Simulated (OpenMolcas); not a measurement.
**SiF3 (trifluorosilyl) at UHF/aug-pcseg-2 (RICD fitting)**

What is the vertical ionisation energy of SiF3 (trifluorosilyl) at UHF/aug-pcseg-2 (RICD fitting)? 

The results are computed with OpenMolcas 26.06.

## (1) The structure to begin with

SiF3 has 4 atoms, charge 0, and is taken as a doublet. As SMILES, `F[Si](F)F`. The shape is that of a GFN2-xTB optimisation.

Bond lengths: F1–Si2 1.590 Å, Si2–F3 1.590 Å, Si2–F4 1.590 Å. Angles: F1–Si2–F3 104.5°, F1–Si2–F4 104.3°, F3–Si2–F4 104.5°.

## (2) A single-point energy at UHF/aug-pcseg-2 (RICD fitting)

Input file job.input:

```
&gateway
baslib
$CurrDir
coord
4
angstrom
F        0.787890      -0.508980       1.119030
Si      -0.325240       0.244050       0.268860
F       -0.962750      -0.889100      -0.646850
F        0.500100       1.154030      -0.741040
basis
aug-pcseg-2
group
NoSym
ricd
&seward
&scf
uhf
spin
2
prorbitals
1 1
```

The basis set aug-pcseg-2 is read from a file made from the Basis Set Exchange's data (not shown).

Run with:

```console
$ export MOLCAS_MEM=1860
$ pymolcas job.input > job.log
```

The program printed:

```text
--- Start Module: gateway ---
[...]
--- Stop Module: gateway /rc=_RC_ALL_IS_WELL_ ---
[...]
--- Start Module: seward ---
[...]
      Basis functions          188
--- Stop Module: seward /rc=_RC_ALL_IS_WELL_ ---
[...]
--- Start Module: scf ---
[...]
       Convergence after  12 Iterations
[...]
::    Total SCF energy                               -587.5491999138
[...]
      Total spin, S                                     0.5009390159
[...]
      Total electronic charge=   41.000000
      Total            charge=   -0.000000
[...]
      Dipole Moment (debye):
      Origin of the operator (angstrom)=   -0.0344    0.0258    0.0284
                   X= -1.4165E+00               Y=  1.0584E+00               Z=  1.1684E+00           Total=  2.1194E+00
      Quadrupole Moment (debye*angstrom):
[...]
--- Stop Module: scf /rc=_RC_ALL_IS_WELL_ ---
[...]
```

Run time: 31 s. Hardware: 1 thread of Arm Neoverse V1, shared host; peak memory 0.26 GiB.

## (3) The singlet cation, same level

Input file job.input:

```
&GATEWAY
BasLib=$CurrDir
Coord
4
angstrom
F        0.787890      -0.508980       1.119030
Si      -0.325240       0.244050       0.268860
F       -0.962750      -0.889100      -0.646850
F        0.500100       1.154030      -0.741040
Basis=aug-pcseg-2
Group=NoSym
RICD
&SEWARD
&SCF
Charge=1
PrOrbitals=1 1
```

The basis set aug-pcseg-2 is read from a file made from the Basis Set Exchange's data (not shown).

Run with:

```console
$ export MOLCAS_MEM=1860
$ pymolcas job.input > job.log
```

The program printed:

```text
--- Start Module: gateway ---
[...]
--- Stop Module: gateway /rc=_RC_ALL_IS_WELL_ ---
[...]
--- Start Module: seward ---
[...]
      Basis functions          188
--- Stop Module: seward /rc=_RC_ALL_IS_WELL_ ---
[...]
--- Start Module: scf ---
[...]
       Convergence after  13 Iterations
[...]
::    Total SCF energy                               -587.1338723483
[...]
      Total spin, S                                     0.0000000000
[...]
      Total electronic charge=   40.000000
      Total            charge=    1.000000
[...]
      Dipole Moment (debye):
      Origin of the operator (angstrom)=   -0.0344    0.0258    0.0284
                   X= -3.8243E+00               Y=  2.8682E+00               Z=  3.1606E+00           Total=  5.7307E+00
      Center of Charge (angstrom)
[...]
--- Stop Module: scf /rc=_RC_ALL_IS_WELL_ ---
[...]
```

Wall time 36 s (1 thread of Arm Neoverse V1, shared host); peak memory 0.26 GiB.

## (4) What came out

Level: UHF/aug-pcseg-2 (RICD fitting).

| quantity | value |
| --- | --- |
| doublet SiF3: total energy | -587.54920 Eh |
| doublet SiF3: dipole moment | 2.12 D |
| doublet SiF3: HOMO energy (highest over α and β) | -12.13 eV |
| doublet SiF3: LUMO energy (lowest over α and β) | -0.24 eV |
| doublet SiF3: ⟨S²⟩ | 0.752 |
| singlet cation: total energy | -587.13387 Eh |
| singlet cation: HOMO energy | -25.04 eV |
| singlet cation: LUMO energy | -10.42 eV |
| singlet cation: HOMO–LUMO gap | 14.62 eV |
| vertical ionisation energy (to the singlet cation) | 11.302 eV |

The vertical ionisation energy comes to 11.30 eV (261 kcal/mol). Only the singlet of the ionised species was computed; a triplet could lie lower. Mulliken charges (doublet SiF3) run from -0.54 on F4 to +1.61 on Si2; in a basis this large or diffuse they mean little. Mulliken charges (singlet cation) run from -0.43 on F1 to +2.29 on Si2; in a basis this large or diffuse they mean little.
